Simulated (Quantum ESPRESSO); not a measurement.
Input of a Quantum ESPRESSO 7.5 run:

run.py

```python
import numpy as np
from ase.calculators.espresso import Espresso, EspressoProfile
import spglib
from ase import Atoms
from ase.io import read

atoms = read('AlCu2.cif')
cell, pos, num = spglib.standardize_cell((atoms.cell[:], atoms.get_scaled_positions(), atoms.numbers), to_primitive=True, symprec=1e-4)
atoms = Atoms(numbers=num, cell=cell, scaled_positions=pos, pbc=True)

input_data = {
    'control': {'calculation': 'scf', 'prefix': 'pwscf', 'outdir': './tmp', 'tprnfor': True, 'tstress': True, 'disk_io': 'nowf'},
    'system': {'ecutwfc': 55.0, 'ecutrho': 440.0, 'nbnd': 19, 'occupations': 'smearing', 'smearing': 'fd', 'degauss': 0.00367493},
    'electrons': {'conv_thr': 6e-10, 'electron_maxstep': 120, 'mixing_beta': 0.5},
}
pseudopotentials = {'Cu': 'Cu.paw.z_11.ld1.psl.v1.0.0-low.upf', 'Al': 'Al.pbe-n-kjpaw_psl.1.0.0.UPF'}
profile = EspressoProfile(command='pw.x', pseudo_dir='pseudo')
dft = Espresso(profile=profile, input_data=input_data, pseudopotentials=pseudopotentials, kpts=(10, 10, 5), koffset=(0, 0, 0))
atoms.calc = dft

print(f'energy {atoms.get_potential_energy():.8f} eV')
print('forces (eV/A)')
print(np.round(atoms.get_forces(), 6))
print('stress (eV/A^3, Voigt)')
print(np.round(atoms.get_stress(), 8))
print(f'Fermi level {dft.get_fermi_level():.4f} eV')
```

AlCu2.cif

```cif
data_AlCu2
_cell_length_a 2.78693210
_cell_length_b 2.78693210
_cell_length_c 6.11675783
_cell_angle_alpha 90.00000000
_cell_angle_beta 90.00000000
_cell_angle_gamma 90.00000000
_space_group_name_H-M_alt 'P4/mmm'
_space_group_name_Hall '-P 4 2'
_space_group_IT_number 123
loop_
_space_group_symop_operation_xyz
'x,y,z'
'-x,-y,-z'
'-y,x,z'
'y,-x,-z'
'-x,-y,z'
'x,y,-z'
'y,-x,z'
'-y,x,-z'
'x,-y,-z'
'-x,y,z'
'-y,-x,-z'
'y,x,z'
'-x,y,-z'
'x,-y,z'
'y,x,-z'
'-y,-x,z'
loop_
_atom_site_label
_atom_site_type_symbol
_atom_site_symmetry_multiplicity
_atom_site_Wyckoff_symbol
_atom_site_fract_x
_atom_site_fract_y
_atom_site_fract_z
_atom_site_occupancy
Al1 Al 1 b 0.0000000000 0.0000000000 0.5000000000 1
Cu1 Cu 2 g 0.0000000000 0.0000000000 0.8091535500 1
```

Potentials or basis: SSSP 1.3 efficiency PBE.

Command:

```sh
$ OMP_NUM_THREADS=1 python run.py
```

Estimate the largest force.

5.950 eV/Å.

What does it give for the pressure?

24.5 GPa.

What does it give for the band gap on the k mesh?

None (metal or under the smearing width).

Forces in eV/Å, atoms in the order of the input:
```
Al   0.000  0.000  0.000
Cu   0.000  0.000  5.950
Cu   0.000  0.000 -5.950
```

Caveat: so large a pressure means that the cell lies far from this level's equilibrium, or that cutoff or potentials fall short; forces of over 1 eV/Å show positions far from the minimum, so gaps and moduli don't describe the material at rest.
